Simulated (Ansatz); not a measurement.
# NiPt: how the settings move a single-point run

Aim: see which settings change the result for NiPt, by how much, and at what cost.

Method: reference: DFT, LDA, PAW with Ansatz's default frozen-core files, scalar-relativistic, in Ansatz 0.2.0.

## Step 1: The structure to begin with

It takes space group P4/mmm (No. 123, tetragonal). The conventional cell has a = 2.359 Å, b = 2.359 Å, c = 3.115 Å, α = 90.00°, β = 90.00°, γ = 90.00°. Around Ni (site symmetry 4/mmm) lie 8 Pt at 2.28 Å and 4 Ni at 2.36 Å. Pt (site symmetry 4/mmm) has 8 Ni at 2.28 Å and 4 Pt at 2.36 Å as nearest neighbours.

As a file:

```
CELL_PARAMETERS angstrom
2.35943 0.00000 0.00000
0.00000 2.35943 0.00000
0.00000 0.00000 3.11550
ATOMIC_POSITIONS crystal
Ni 0.50000 0.50000 0.50000
Pt 0.00000 0.00000 0.00000
```

## Step 2: Reference

input.yaml reads:

```yaml
crystal:
  lattice:
    - [2.3594328455, 0.0, 0.0]
    - [0.0, 2.3594328455, 0.0]
    - [0.0, 0.0, 3.1154956867]
  atoms:
    - { symbol: Ni, position: [0.5, 0.5, 0.5], spin: 0.375 }
    - { symbol: Pt, position: [0.0, 0.0, 0.0], spin: 0.15 }
magnetization:
  spin_polarized: true
kpoints:
  mp_grid: { grid: [11, 11, 8] }
scf:
  occupations: { method: fermi_dirac, width: 0.1 }
hamiltonian:
  xc: lda
  pseudopotentials: { kind: paw }
output:
  forces: true
  stress: true
  eigenvalues: true
  write_density: true
  write_potential: true
  elf: true
  volumetric_format: npy
```

The run is started by

```
$ ansatz run input.yaml --threads 1 --pin off --max-ram 3072MiB --backend cpu --events-out ev --progress --plain --runs-dir out
```

The main lines of its log:

```text
[...]
Basis set: ecut = 420 eV, 351 PW (Γ)
[...]
Magnetic group: BNS 123.339 (UNI 999), of the structure as read, at distance tolerance 2.6e-5 Å
k-points: 105 of 968
[...]
SCF iter   1: F=—  HF=-18010.925664 eV  |F-HF|=—  |Δ(HF+E_count)|=         —  Δρ=8.74e-2 (↑8.74e-2 ↓5.74e-2)  dr2=2.16e0  dr2_m=2.21e-1  M=0.055 μB ∫|m|=0.056 μB  β_m=0.30  ethr=3.10e-3  ⟨swp⟩=5.2  Hψ=20002  notcnv=0
[...]
preconditioner: auto → none  [metal: Δε(μ)=0.003 eV  Ē_g=14.519 eV  σ=0.100 eV  W_gap=0.01  n_scr=6 (ndim 8)  ℏωp=39.9 eV  f_vac=0.000  D(μ)=1.77/eV (n_scr^D=28)  sad-step TF]
SCF iter   2: F=—  HF=-18011.554705 eV  |F-HF|=—  |Δ(HF+E_count)|=   6.29e-1  Δρ=6.37e-2 (↑4.73e-2 ↓6.37e-2)  dr2=1.84e0  dr2_m=1.31e-1  M=0.033 μB ∫|m|=0.033 μB  β_m=0.52  ethr=3.10e-3  ⟨swp⟩=2.0  Hψ=7357  notcnv=0  defer=22
[...]
SCF iter  11: F=—  HF=-18014.432055 eV  |F-HF|=—  |Δ(HF+E_count)|=   1.86e-8  Δρ=1.94e-6 (↑1.50e-6 ↓1.94e-6)  dr2=1.07e-9  dr2_m=1.00e-11  M=0.000 μB ∫|m|=0.000 μB  β_m=0.94  ethr=1.47e-10  ⟨swp⟩=2.0  Hψ=7827  notcnv=0  defer=34
SCF iter  12: F=-18014.432055 eV  HF=-18014.432055 eV  |F-HF|=2.91e-10  |Δ(HF+E_count)|=  2.07e-10  Δρ=1.02e-6 (↑1.02e-6 ↓8.04e-7)  dr2=3.12e-10  dr2_m=2.03e-12  M=0.000 μB ∫|m|=0.000 μB  ethr=2.97e-12  ⟨swp⟩=5.7  Hψ=28141  notcnv=0
[...]
SCF converged after 12 iterations
Magnetization: 0.0000 μB (18.0000 up, 18.0000 down)
[...]
Free energy (F): -18014.432055 eV
[...]
E sigma→0 (E₀):  -18014.404683 eV
[...]
Fermi energy:    34.455769 eV
[...]
  P = ⅓ Tr σ = 250.5564 GPa (2505.564 kbar)
[...]
```

Wall time 9 s (1 thread of Intel Xeon Platinum 8259CL at 2.50GHz (Skylake/Cascade Lake), shared host); peak memory 0.42 GiB.

## Step 3: Variant: chi_scale 0.1, ecutwfc 18.4 Ry

Edit input.yaml of step 2 so:

```diff
@@ -14,2 +14,3 @@
   occupations: { method: fermi_dirac, width: 0.1 }
+  initial_density: { chi_scale: 0.1 }
 hamiltonian:
@@ -21,5 +22,3 @@
   eigenvalues: true
-  write_density: true
-  write_potential: true
-  elf: true
-  volumetric_format: npy
+basis:
+  ecutwfc: "18.4 Ry"
```

The run is started by

```
$ ansatz run input.yaml --threads 1 --pin off --max-ram 3072MiB --backend cpu --events-out ev --progress --plain --runs-dir out
```

The program printed (excerpt; [...] marks lines left out):

```text
Warning: basis.ecutwfc = 250.34475346308957 eV is below the records' recommended 420 eV, and the density's cutoff is lower with it unless basis.ecutrho_ratio is high enough to keep the records' density cutoff: compare with a run at a higher cutoff
[...]
Pseudopotentials: kind: paw
Pseudopotential: Ni, paw, valence charge 18, recommended cutoff 420 eV (normal)
Pseudopotential: Pt, paw, valence charge 18, recommended cutoff 420 eV (normal)
Functional definition: SPW92
[...]
Crystal: 2 atoms, lattice volume = 17.344 Å³
Basis set: ecut = 250.34475346308957 eV, 149 PW (Γ)
Bands: 23, of which v1, the nominal top of the filled ones, is band 18 counted from 1 (17 counted from 0)
Symmetry: 16 space group operations
Space group: P4/mmm (ITA 123), of the structure as read, at distance tolerance 2.6e-5 Å
Magnetic group: BNS 123.339 (UNI 999), of the structure as read, at distance tolerance 2.6e-5 Å
k-points: 105 of 968
[...]
Starting moments: Σ|m| = 0.525 μB on 2 of 2 sites
[...]
SCF iter   1: F=—  HF=-18007.565629 eV  |F-HF|=—  |Δ(HF+E_count)|=         —  Δρ=1.03e-1 (↑1.03e-1 ↓6.70e-2)  dr2=3.45e0  dr2_m=2.37e-1  M=0.043 μB ∫|m|=0.043 μB  β_m=0.30  ethr=3.10e-3  ⟨swp⟩=4.7  Hψ=18518  notcnv=0
[...]
SCF iter  11: F=-18010.652075 eV  HF=-18010.652075 eV  |F-HF|=1.64e-10  |Δ(HF+E_count)|=  6.51e-10  Δρ=6.80e-7 (↑6.80e-7 ↓5.92e-7)  dr2=1.67e-10  dr2_m=3.68e-13  M=0.000 μB ∫|m|=0.000 μB  ethr=3.10e-12  ⟨swp⟩=2.1  Hψ=14333  notcnv=0
[...]
WARN: the starting moments were not kept: the SCF closed with an absolute magnetisation of 5.6e-7 μB, where they sum to 0.525 μB in size (2 sites). That is at most 0.1 of that sum. Measured as dr2_m measures the in/out step, that magnetisation stands 3.8e-13 eV from none, at or under the [...]
SCF converged after 11 iterations
Magnetization: 0.0000 μB (18.0000 up, 18.0000 down)
Absolute magnetization: 0.0000 μB (∫|ρ↑−ρ↓|, with the PAW one-centre terms)
Spin contamination: 0.0000 ħ² per cell (⟨S²⟩ above its minimum at these occupations)
Per-site moments (μB) at R_I (Å): [(3.007603814545213e-7, 0.9415523735287387), (1.7736389962779623e-7, 0.9415523735287387)]
Free energy (F): -18010.652075 eV
[...]
E sigma→0 (E₀):  -18010.623624 eV
Entropy (-TS):   -0.056903 eV (-28.451 meV/atom)
Fermi energy:    34.105785 eV
[...]
--- Forces (eV/Å), atoms counted from 1 ---
  atom   1  Ni     0.00000000    -0.00000000     0.00000000
  atom   2  Pt    -0.00000000    -0.00000000     0.00000000
[...]
--- Stress (GPa, compression-positive) ---
      235.784874       0.000000       0.000000
        0.000000     235.784874       0.000000
        0.000000       0.000000     212.644834
  P = ⅓ Tr σ = 228.0715 GPa (2280.715 kbar)
--- Band table (eV; the first three rows and the last of 210) ---
  k-point 0 ↑: bands = ["-69.5456", "-66.7070", "-30.4005", "-30.0995", "-30.0995", "-20.6475", "-20.1326", "-20.1326", "20.2586", "23.4495", "23.5558", "29.1883", "29.1883", "30.7904", "31.7169", "32.6337", "34.3892", "34.6752", "34.6752", "37.8333", "48.5971", "48.5971", "51.0901"]
[...]
```

Wall time 5.7 s (1 thread of Intel Xeon Platinum 8259CL at 2.50GHz (Skylake/Cascade Lake), shared host); peak memory 0.36 GiB.

Changing the start and cutoff moves the energy by +1.89 eV/atom, and the pressure goes from 250.6 to 228.1 GPa. The lower cutoff gives the higher energy: the smaller basis describes the state less well. The log warns that the cutoff is under what these potentials recommend, so the shift is basis error. The variant is not converged in its settings.

## Step 4: Comparison

| run | ending | energy change | pressure (GPa) | gap (eV) | force (eV/Å) | cycles | time |
| --- | --- | --- | --- | --- | --- | --- | --- |
| reference | converged | 0 | 250.6 | 0.00 | 0.00 | 12 | 9 s |
| 1: chi_scale 0.1, ecutwfc 18.4 Ry | converged | +1.89 eV/atom | 228.1 | 0.00 | 0.00 | 11 | 5.7 s |

Times don't compare one to one where runs were asked for different outputs or read a saved state (see the inputs); cycles may leave out searches for a lower state.

Residual by cycle in the longest SCF loop of each run; runs are numbered as in the table. The quantity is the density residual dr2, in eV.

| cycle | reference | run 1 |
| --- | --- | --- |
| 1 | 2.16 | 3.45 |
| 2 | 1.84 | 3.58 |
| 3 | 0.733 | 0.616 |
| 4 | 0.115 | 0.162 |
| 5 | 0.111 | 0.0435 |
| 6 | 0.0108 | 0.00377 |
| 7 | 5.7e-5 | 6.4e-5 |
| 8 | 9.7e-5 | 1.5e-6 |
| 9 | 1.1e-5 | 1.8e-7 |
| 10 | 5.3e-8 | 1.1e-9 |
| 11 | 1.1e-9 | 1.7e-10 |
| 12 | 3.1e-10 | - |

Changing the start and cutoff moves the energy by +1.89 eV/atom, and the pressure goes from 250.6 to 228.1 GPa. The log warns that the cutoff is under what these potentials recommend, so the shift is basis error. Run 1 ran under the cutoff that the potentials recommend, as the log warns, so basis error is mixed into its values. The structure is not at rest: the sound run finds 251 GPa, so these are no properties of the relaxed crystal. 
